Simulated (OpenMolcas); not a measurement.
**Pt⁴⁺ among point charges: CASSCF and CASPT2 levels and susceptibility**

Aim: the splitting of the states of Pt⁴⁺ in the field of 5 point charges, its lowest levels with spin-orbit coupling and its magnetic susceptibility.

The numbers are computed with OpenMolcas 26.06 (state-averaged CASSCF and CASPT2, spin-orbit coupling by RASSI with atomic mean-field integrals), except any that are marked as measured or tabulated.

## Step 1: The system

- Species: Pt⁴⁺ (platinum, Z = 78, 74 electrons)
- Basis: ANO-RCC-VDZP [7s6p4d2f], 59 functions
- Scalar Hamiltonian: DKH2, point nucleus
- Inactive shells: 1s 2s 2p 3s 3p 3d 4s 4p 4d 4f 5s 5p
- Active space: 6 electrons in 5 orbitals (5d)
- Some configurations of this space: 5d6
- Orbitals: optimised for each spin and parity, averaged over all roots

The outer shells:

5d6
```
5d [↑↓][↑ ][↑ ][↑ ][↑ ]
```

The ion sits among 5 point charges of -2 e arranged as a square pyramid (C4v), 2.1 Å from the ion, with the axial distance 2.016 Å.

The work runs as a chain of OpenMolcas steps in one folder; each step below is one input file. Labels, J, g values, rates, χT and fits are worked out afterwards by a script from the matrices that RASSI stores.

## Step 2: GATEWAY and SEWARD: basis and integrals

File a.inp:

```
&GATEWAY
Coord
1

Pt 0.0 0.0 0.0
Basis=ANO-RCC-VDZP
Group=NoSym
NoMove
AngMom=0.0 0.0 0.0
AMFI
XField
5 Angstrom 0
2.100000 0.000000 0.000000 -2.000000
0.000000 2.100000 0.000000 -2.000000
-2.100000 0.000000 0.000000 -2.000000
0.000000 -2.100000 0.000000 -2.000000
0.000000 0.000000 2.016000 -2.000000
&SEWARD
```

Started as:

```console
> OMP_NUM_THREADS=1 MOLCAS_MEM=1689 MOLCAS_PROJECT=a pymolcas a.inp > a.log
```

## Step 3: CASSCF: quintets, 5 roots

File a.inp:

```
&RASSCF
FileOrb=start.orb
Symmetry=1
Spin=5
nActEl=6 0 0
Inactive=34
Ras2=5
CIRoot=5 5 1
SDav=5
CIMx=300
Iter=120 100
PrWF=0.3
OrbListing=Nothing
MaxOrb=0
>>> COPY $Project.JobIph JOB001
```

start.orb holds the contracted functions of the basis, ordered by shell, or the orbitals of the step before.

## Step 4: CASSCF: triplets, 45 roots

File a.inp:

```
&RASSCF
FileOrb=start.orb
Symmetry=1
Spin=3
nActEl=6 0 0
Inactive=34
Ras2=5
CIRoot=45 45 1
SDav=45
CIMx=300
Iter=120 100
PrWF=0.3
OrbListing=Nothing
MaxOrb=0
>>> COPY $Project.JobIph JOB002
```

## Step 5: Reference wave functions, singlets, 50 roots

File a.inp:

```
&RASSCF
FileOrb=start.orb
Symmetry=1
Spin=1
nActEl=6 0 0
Inactive=34
Ras2=5
CIRoot=50 50 1
SDav=50
CIMx=300
Iter=120 100
PrWF=0.3
OrbListing=Nothing
MaxOrb=0
>>> COPY $Project.JobIph JOB003
```

## Step 6: RASSI: spin-orbit coupling between the states

File a.inp:

```
&RASSI
NrOfJobIphs=3 5 45 50
1 2 3 4 5
1 2 3 4 5 6 7 8 9 10 11 12 13 14 15 16 17 18 19 20 21 22 23 24 25 26 27
28 29 30 31 32 33 34 35 36 37 38 39 40 41 42 43 44 45
1 2 3 4 5 6 7 8 9 10 11 12 13 14 15 16 17 18 19 20 21 22 23 24 25 26 27
28 29 30 31 32 33 34 35 36 37 38 39 40 41 42 43 44 45 46 47 48 49 50
IphNames
JOB001
JOB002
JOB003
EJob
SpinOrbit
DIPRint=1.0
SOCoupling=1000.0
Subsets=2
Property=9
'ANGMOM' 1 'ANGMOM' 2 'ANGMOM' 3 'MLTPL  1' 1 'MLTPL  1' 2 'MLTPL  1' 3
'AMFI' 1 'AMFI' 2 'AMFI' 3
SOProperty=3
'ANGMOM' 1 'ANGMOM' 2 'ANGMOM' 3
```

## Step 7: CASPT2: IPEA 0.25, imaginary shift 0.1 (closed shells correlated: 4f 5s 5p)

File a.inp:

```
>>> COPY JOB001 $Project.JobIph
&CASPT2
Multistate=5 1 2 3 4 5
NoMult
Frozen=23
IPEA=0.25
Imaginary=0.1
MaxIter=60
WThr=0.0 0.3 0.05
PrWF=0.5
NoMix
>>> COPY JOB002 $Project.JobIph
&CASPT2
Multistate=45 1 2 3 4 5 6 7 8 9 10 11 12 13 14 15 16 17 18 19 20 21 22
23 24 25 26 27 28 29 30 31 32 33 34 35 36 37 38 39 40 41 42 43 44 45
NoMult
Frozen=23
IPEA=0.25
Imaginary=0.1
MaxIter=60
WThr=0.0 0.3 0.05
PrWF=0.5
NoMix
>>> COPY JOB003 $Project.JobIph
&CASPT2
Multistate=50 1 2 3 4 5 6 7 8 9 10 11 12 13 14 15 16 17 18 19 20 21 22
23 24 25 26 27 28 29 30 31 32 33 34 35 36 37 38 39 40 41 42 43 44 45 46
47 48 49 50
NoMult
Frozen=23
IPEA=0.25
Imaginary=0.1
MaxIter=60
WThr=0.0 0.3 0.05
PrWF=0.5
NoMix
```

(Steps that only read results are left out.)

What does the calculation give? Wanted: spin-free ground state; first state of the same spin within the active space; lowest level; next level.

**Answer**, as computed:

| quantity | value |
| --- | --- |
| method | SS-CASPT2, IPEA 0.25, imaginary shift 0.1 (closed shells correlated: 4f 5s 5p) |
| spin-free ground state | quintet, 2-fold in its orbital part |
| first state of the same spin within the active space | quintet at 64.9 cm⁻¹ |
| lowest level | 1-fold |
| next level | 162.1 cm⁻¹ |
| χT at 300 K | 4.20 cm³ K/mol |
| effective moment at 300 K | 5.79 μB |

Cost by method:

| method | time of its own steps | time with the reference |
| --- | --- | --- |
| A. CASSCF | 28 s | 28 s |
| B. SS-CASPT2, IPEA 0.25, imaginary shift 0.1, +4f 5s 5p | 24 s | 51 s |

Times are of one thread on a shared host.

In words: The spin-free ground state (quintet) comes to 100 % from free-ion D terms and keeps the highest spin of the shell. χT at 300 K is 4.20, against 3.01 cm³ K/mol for the spin alone, so orbital moment adds to it. An active space of the d shell alone favours high spin; real ions in strong fields can be low spin. The field of point charges can differ much from that of real complexes. With metal d orbitals alone active, the gaps between spin states are rough; where two lie within a few thousand cm-1, their order is open. This is an electrostatic model: the charges have no orbitals.
